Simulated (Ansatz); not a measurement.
# BiW (rocksalt type): how the settings move a relaxation

Question: which choices in the input matter for BiW (rocksalt type)?

Program: Ansatz 0.2.0. Level of theory: reference: DFT, PBEsol, PAW with Ansatz's default frozen-core files, scalar-relativistic. These are calculated values, not measurements.

1 further run of the same task is left out (it didn't finish). Runs told in other sessions of the task aren't counted.

### Step 1. The structure to begin with

Symmetry: Fm-3m, No. 225, cubic system. Conventional cell: a = 5.894 Å, b = 5.894 Å, c = 5.894 Å, α = 90.00°, β = 90.00°, γ = 90.00°. Around W (site symmetry m-3m) lie 6 Bi at 2.95 Å. Around Bi (site symmetry m-3m) lie 6 W at 2.95 Å.

Coordinates:

```
W Bi
1.0
     0.00000    2.94718    2.94718
     2.94718    0.00000    2.94718
     2.94718    2.94718    0.00000
W Bi
1 1
Cartesian
  0.0000 0.0000 0.0000
  2.9472 2.9472 2.9472
```

### Step 2. Reference

input.yaml

```yaml
crystal:
  lattice:
    - [0.0, 2.9471842478, 2.9471842478]
    - [2.9471842478, 0.0, 2.9471842478]
    - [2.9471842478, 2.9471842478, 0.0]
  atoms:
    - { symbol: W, position: [0.0, 0.0, 0.0] }
    - { symbol: Bi, position: [0.5, 0.5, 0.5] }
kpoints:
  mp_grid: { grid: [11, 11, 11] }
scf:
  occupations: { method: fermi_dirac, width: 0.05 }
hamiltonian:
  xc: pbesol
  pseudopotentials: { kind: paw }
output:
  forces: true
  stress: true
relax:
  f_tol: 0.005
  max_steps: 40
  cell: {}
```

Started as:

```sh
> ansatz run input.yaml --threads 1 --pin off --max-ram 2048MiB --backend cpu --events-out ev --progress --plain --runs-dir out
```

### Step 3. A run with other settings

Edit input.yaml of step 2 so:

```diff
@@ -12,2 +12,3 @@
   occupations: { method: fermi_dirac, width: 0.05 }
+  convergence: { dr2_threshold: 0.0001 }
 hamiltonian:
@@ -15,2 +16,4 @@
   pseudopotentials: { kind: paw }
+  dispersion: d3bjatm
+  hubbard: { sites: [{ species: W, l: d, u_eff: 3.0 }], double_counting: fll }
 output:
@@ -18,2 +21,6 @@
   stress: true
+  write_density: true
+  write_potential: true
+  elf: true
+  volumetric_format: npy
 relax:
```

(Steps that only read results are left out.)

Q: Predict the outcome of this session. Wanted: for each run, ending; energy change; pressure; gap; force.

As calculated:

```csv
run,ending,energy change,pressure (GPa),gap (eV),force (eV/Å),cycles,time
reference,converged,0,0.0,0.00,0.00,27,14 s
"1: dr2_threshold 0.0001, dispersion d3bjatm, hubbard.sites [{species: W, l: d, u_eff: 3.0}], hubbard.double_counting fll",converged,+1.27 eV/atom (Hubbard term changed: no physical gain or loss) (dispersion and other settings together),0.0,0.00,0.00,19,22 s
```

Times don't compare one to one where runs were asked for different outputs or read a saved state (see the inputs); cycles may leave out searches for a lower state.

**Reading.** Changing the convergence setting, dispersion term, Hubbard U and double counting of the Hubbard term moves the energy by +1.27 eV/atom, and the final volume goes from 44.83 to 43.27 Å³. The U term adds an energy of its own, so the shift says nothing about which run is better. The dispersion term itself accounts for -595.3 meV/atom of it. A changed U is a change of model: its shifts are not errors of convergence.
